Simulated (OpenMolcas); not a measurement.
**Re⁶⁺ with 6 ligands (water): CASSCF and CASPT2 levels and susceptibility**

Aim: the ligand-field states of Re⁶⁺ in this surrounding, its lowest levels with spin-orbit coupling and its magnetic susceptibility.

Method: state-averaged CASSCF and CASPT2, spin-orbit coupling by RASSI with atomic mean-field integrals. Code: OpenMolcas 26.06.

**1. The system**

```
Species                           : Re⁶⁺ (rhenium, Z = 75, 69 electrons)
Basis                             : ANO-RCC-VTZP [8s7p5d3f2g1h], 248 functions with the ligands
Scalar Hamiltonian                : DKH2, point nucleus
Inactive shells                   : 1s 2s 2p 3s 3p 3d 4s 4p 4d 4f 5s 5p of the metal, and all ligand shells
Active space                      : 1 electron in 5 orbitals (5d)
Some configurations of this space : 5d
Orbitals                          : optimised for each spin and parity, averaged over all roots
```

Outer shells as boxes (Hund's rule):

5d
```
5d [↑ ][  ][  ][  ][  ]
```

Re⁶⁺ is taken with 6 ligands (water) in octahedron coordination (Th) at 1.91 Å. Ligand basis ANO-RCC-VDZP. The distances are assumed, not relaxed.

```xyz
19

Re    0.0000    0.0000    0.0000
O     1.9100    0.0000    0.0000
H     2.4870    0.7797    0.0000
H     2.4870   -0.7797    0.0000
O     0.0000    1.9100    0.0000
H     0.0000    2.4870    0.7797
H     0.0000    2.4870   -0.7797
O    -1.9100    0.0000    0.0000
H    -2.4870    0.7797    0.0000
H    -2.4870   -0.7797    0.0000
O     0.0000   -1.9100    0.0000
H     0.0000   -2.4870    0.7797
H     0.0000   -2.4870   -0.7797
O     0.0000    0.0000    1.9100
H     0.7797    0.0000    2.4870
H    -0.7797    0.0000    2.4870
O     0.0000    0.0000   -1.9100
H     0.7797    0.0000   -2.4870
H    -0.7797    0.0000   -2.4870
```

The work runs as a chain of OpenMolcas steps in one folder; each step below is one input file. Labels, J, g values, rates, χT and fits are worked out afterwards by a script from the matrices that RASSI stores.

**2. One- and two-electron integrals**

a.inp reads:

```
&GATEWAY
Coord
19

Re 0.0 0.0 0.0
O 1.910000 0.000000 0.000000
H 2.486978 0.779741 0.000000
H 2.486978 -0.779741 0.000000
O 0.000000 1.910000 0.000000
H 0.000000 2.486978 0.779741
H 0.000000 2.486978 -0.779741
O -1.910000 0.000000 0.000000
H -2.486978 0.779741 0.000000
H -2.486978 -0.779741 0.000000
O 0.000000 -1.910000 0.000000
H 0.000000 -2.486978 0.779741
H 0.000000 -2.486978 -0.779741
O 0.000000 0.000000 1.910000
H 0.779741 0.000000 2.486978
H -0.779741 0.000000 2.486978
O 0.000000 0.000000 -1.910000
H 0.779741 0.000000 -2.486978
H -0.779741 0.000000 -2.486978
Basis=Re.ANO-RCC-VTZP,H.ANO-RCC-VDZP,O.ANO-RCC-VDZP
Group=XYZ
NoMove
AngMom=0.0 0.0 0.0
AMFI
RICD
&SEWARD
```

Command:

```bash
$ OMP_NUM_THREADS=1 MOLCAS_MEM=2457 MOLCAS_PROJECT=a pymolcas a.inp > a.log
```

**3. Reference wave functions, doublets of even parity, 5 roots**

a.inp reads:

```
&RASSCF
FileOrb=start.orb
Symmetry=1
Spin=2
nActEl=1 0 0
Inactive=30 34
Ras2=5 0
CIRoot=5 5 1
SDav=5
CIMx=300
Iter=150 100
PrWF=0.3
OrbListing=Nothing
MaxOrb=0
LevShft=1.0
>>> COPY $Project.JobIph JOB001
```

start.orb holds start orbitals that the driver prepared beforehand, or those of the step before.

**4. State interaction with spin-orbit coupling**

a.inp reads:

```
&RASSI
NrOfJobIphs=1 5
1 2 3 4 5
IphNames
JOB001
EJob
SpinOrbit
DIPRint=1.0
SOCoupling=1000.0
Subsets=2
Property=9
'ANGMOM' 1 'ANGMOM' 2 'ANGMOM' 3 'MLTPL  1' 1 'MLTPL  1' 2 'MLTPL  1' 3
'AMFI' 1 'AMFI' 2 'AMFI' 3
SOProperty=3
'ANGMOM' 1 'ANGMOM' 2 'ANGMOM' 3
```

**5. CASPT2: IPEA 0.25, imaginary shift 0.1 (closed shells correlated: 5s 5p of the metal, with ligand shells; the Frozen line counts the rest)**

a.inp reads:

```
>>> COPY JOB001 $Project.JobIph
&CASPT2
Multistate=5 1 2 3 4 5
NoMult
Frozen=17 19
IPEA=0.25
Imaginary=0.1
MaxIter=60
WThr=0.0 0.3 0.05
PrWF=0.5
NoMix
```

**6. CASPT2: IPEA 0.25, real shift 0.3 (closed shells correlated: 5s 5p of the metal, with ligand shells; the Frozen line counts the rest)**

a.inp: that of step 5 with these lines changed.

```diff
@@ -6,3 +6,3 @@
 IPEA=0.25
-Imaginary=0.1
+Shift=0.3
 MaxIter=60
```

(Steps that only read results are left out.)

Before running it: what results should come out? Wanted: spin-free ground state; first state of the same spin within the active space; lowest level; next level.

The runs gave:

```
                                            quantity                                                                                                                                          value
                                              method  SS-CASPT2, IPEA 0.25, imaginary shift 0.1 (closed shells correlated: 5s 5p of the metal, with ligand shells; the Frozen line counts the rest)
                              spin-free ground state                                                                                                                2T2, 3-fold in its orbital part
first state of the same spin within the active space                                                                                                                               2E at 45100 cm⁻¹
                                        lowest level                                                                                                                                      4-fold Γ8
                                          next level                                                                                                                                    4828.4 cm⁻¹
                                         χT at 300 K                                                                                                                                 0.03 cm³ K/mol
                           effective moment at 300 K                                                                                                                                        0.53 μB
```

Cost by method:

```tsv
method	time of its own steps	time with the reference
A. CASSCF	66 s	66 s
B. SS-CASPT2, IPEA 0.25, imaginary shift 0.1, +5s 5p	88 s	2.6 min
C. SS-CASPT2, IPEA 0.25, real shift 0.3, +5s 5p	83 s	2.5 min
```

Times are of one thread on a shared host.

The spin-free ground state (2T2) is 3-fold and keeps the highest spin of the shell. χT at 300 K is 0.03, against 0.38 cm³ K/mol for the spin alone, so orbital moment lowers it. CASPT2 does not keep the components of a term degenerate, and the means are used. The bonds are covalent and no ligand orbital is active, so the numbers are rough.
